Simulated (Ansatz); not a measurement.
# CH6NOSb: a ladder of functionals and wavefunction methods

An exercise on one series of results from a longer session: the logs are not shown, and one member is left open.

Computed with Ansatz 0.2.0, Gaussian basis. Level: functionals in def2-TZVPP, the program's frozen cores in correlated methods.

Levels to be run: PBE-D4, r2SCAN-D4, PBE0-D4, B3LYP-D4, ωB97X-V, ωB97M-V, B2PLYP; CCSD(T)/def2-TZVPP; MP2/def2-QZVPP; extrapolation to the limit.

## Structure used throughout

The geometry comes from an earlier relaxation with PBE0-D4 in a triple-zeta def2 set; it is a stationary point, not always the lowest conformer. Sb takes the def2 core potential; no spin-orbit term is included.

SMILES `C[O][SbH][NH2]`, 10 atoms, charge 0, spin multiplicity 1.

Atoms are counted from 1 here; the program's logs count them from 0.

Bond lengths: C1–O2 1.404 Å, C1–H5 1.094 Å, C1–H6 1.099 Å, C1–H7 1.100 Å, O2–Sb3 1.979 Å, Sb3–N4 2.012 Å, Sb3–H8 1.710 Å, N4–H9 1.011 Å, N4–H10 1.010 Å. Angles: O2–C1–H5 108.3°, O2–C1–H6 112.2°, O2–C1–H7 112.9°, H5–C1–H6 107.7°, H5–C1–H7 107.7°, H6–C1–H7 107.9°, C1–O2–Sb3 118.0°, O2–Sb3–N4 101.9°, O2–Sb3–H8 89.1°, N4–Sb3–H8 92.3°, Sb3–N4–H9 116.0°, Sb3–N4–H10 115.1°, H9–N4–H10 109.7°.

Set-up of the first run:

Input file in.yaml:

```yaml
crystal:
  periodic: [false, false, false]
  atoms:
    - {symbol: C, position_ang: [-0.718975, 0.441811, -1.501626]}
    - {symbol: O, position_ang: [-0.648175, -0.656233, -0.630346]}
    - {symbol: Sb, position_ang: [1.079833, -1.026582, 0.259563]}
    - {symbol: N, position_ang: [0.949636, 0.119684, 1.908390]}
    - {symbol: H, position_ang: [-1.661068, 0.382201, -2.053971]}
    - {symbol: H, position_ang: [-0.706913, 1.399714, -0.963131]}
    - {symbol: H, position_ang: [0.098774, 0.457196, -2.237093]}
    - {symbol: H, position_ang: [0.356020, -2.360593, 1.047288]}
    - {symbol: H, position_ang: [0.053089, 0.124323, 2.375899]}
    - {symbol: H, position_ang: [1.281077, 1.067381, 1.797826]}
basis:
  gaussian: {orbitals: def2-TZVPP}
hamiltonian: {xc: pbe, dispersion: d4}
output: {forces: true, orbitals: {seedname: orbitals}}
```

Launch:

```sh
> ansatz run in.yaml --threads 4 --pin off --events-out ev --progress --plain --max-ram 10444MiB
```

Steps of the session up to this table: PBE-D4 (GGA); r2SCAN-D4 (meta-GGA); PBE0-D4 (hybrid); B3LYP-D4 (hybrid); ωB97X-V (range-separated); ωB97M-V (range-separated); B2PLYP (double hybrid); CCSD(T) in def2-TZVPP; MP2 in def2-QZVPP.

One table of the session follows, with a row left open; its other results are not shown here.

```
            method  atomisation energy (eV)
            PBE-D4                   34.671
         r2SCAN-D4                   33.676
           PBE0-D4                   33.630
          B3LYP-D4                   34.066
           ωB97X-V                   34.116
           ωB97M-V                   33.889
            B2PLYP                   33.476
     HF/def2-TZVPP                   22.113
    MP2/def2-TZVPP                   32.970
   CCSD/def2-TZVPP                   32.126
CCSD(T)/def2-TZVPP                   32.750
           MP2/CBS                   34.198
       CCSD(T)/CBS                        ?
```

**Question.** Estimate the row for CCSD(T)/CBS.

The run gave: atomisation energy (eV): 33.978. In the column «atomisation energy (eV)» it lies between ωB97M-V (33.889) and B3LYP-D4 (34.066).

To keep in mind: Free atoms (1 C, 1 O, 1 Sb, 1 N, 6 H) were run apart at each level; the atomisation energy is their sum less the molecule, without zero-point or spin-orbit terms.
